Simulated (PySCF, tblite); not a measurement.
# C₂H₅F₃O₂Si₂: geometry, infrared bands and NMR shifts

Aim: predict the infrared bands and NMR shifts of C₂H₅F₃O₂Si₂ (`FC(F)[C@@H]1O[Si@@H](F)O[SiH2]1`).

The runs use tblite 0.8.0 and PySCF 2.14.0, with density-fitted response routines of our own; the level of theory stands in each step. All values are computed, except where a source is named. Atoms are numbered from 0 throughout.

## 1. Starting geometry

14 atoms, charge 0, multiplicity 1; geometry from: force field or distance geometry start.

Bonds of the start (Å): F0–C1 1.38, C1–F2 1.39, C1–C3 1.50, C3–O4 1.41, O4–Si5 1.73, Si5–F6 1.68, Si5–O7 1.73, O7–Si8 1.73, Si8–C3 1.87, C1–H9 1.12, C3–H10 1.10, Si5–H11 1.46, Si8–H12 1.45, Si8–H13 1.47.

## 2. Geometry optimisation with GFN2-xTB

Job settings and geometry (Å):

```
{"job": {"kind": "relax", "xc": "GFN2-xTB", "basis": "xTB"}, "charge": 0, "multiplicity": 1}
F     -2.515900    -0.759800    -0.310700
C     -1.663300    -0.818200     0.771600
F     -2.036500     0.204900     1.635500
C     -0.277800    -0.535700     0.271400
O      0.673800    -0.587400     1.312600
Si     2.049300     0.008500     0.441000
F      2.448800    -1.017800    -0.827700
O      1.544700     1.519500    -0.243400
Si    -0.171000     1.274100    -0.199200
H     -1.694200    -1.807800     1.293700
H      0.037200    -1.185700    -0.563500
H      3.211400     0.208000     1.297900
H     -0.802000     1.441400    -1.490200
H     -0.805100     2.055400     0.868900
```

Run with:

```
> OMP_NUM_THREADS=1 python probes_run.py task.json out
```

One launch serves the whole session: the jobs run in the order shown.

**Question.** This job is followed by: GFN2-xTB harmonic vibrations, gas phase; GIAO PBE0/pcSseg-1 NMR shielding, non-relativistic, gas phase. What will the session give for the following? strongest single infrared mode (GFN2-xTB); zero-point energy (GFN2-xTB); ¹³C shifts against TMS (PBE0/pcSseg-1); ¹H shifts against TMS (PBE0/pcSseg-1); ¹⁹F shifts against CFCl3 (PBE0/pcSseg-1); ¹⁷O shifts against H2O (PBE0/pcSseg-1); ²⁹Si shifts against TMS (PBE0/pcSseg-1).

**Answer**, as computed:

| quantity | value |
| --- | --- |
| strongest single infrared mode (GFN2-xTB) | 1103 cm⁻¹, 318 km/mol |
| zero-point energy (GFN2-xTB) | 48.0 kcal/mol |
| ¹³C shifts against TMS (PBE0/pcSseg-1) | 123.4, 71.5 ppm |
| ¹H shifts against TMS (PBE0/pcSseg-1) | 6.46, 5.28, 5.13, 4.54, 4.25 ppm |
| ¹⁹F shifts against CFCl3 (PBE0/pcSseg-1) | -140.5, -141.2, -147.1 ppm |
| ¹⁷O shifts against H2O (PBE0/pcSseg-1) | 65.6, 58.7 ppm |
| ²⁹Si shifts against TMS (PBE0/pcSseg-1) | -23.2, -42.1 ppm |

What this shows: The optimisation took 93 steps and gained 1.543 eV; among the close pairs (by a distance rule), O4–Si5 changed most, from 1.734 to 1.621 Å. No mode is imaginary among the 36: a minimum at this level. The strongest single mode, at 1103 cm⁻¹, moves mainly O4 and C3. Unscaled tight-binding wavenumbers are off by several per cent, some by more. Its intensities can rank the bands wrongly. H9 (hydrogen on an sp3 CH bonded to 2 F) lies farthest downfield among hydrogen, at 6.46 ppm; its carbon carries F, an electronegative neighbour. At PBE0/pcSseg-1: The widest tensor belongs to F0: span 172 ppm, with a paramagnetic part of -154 ppm.
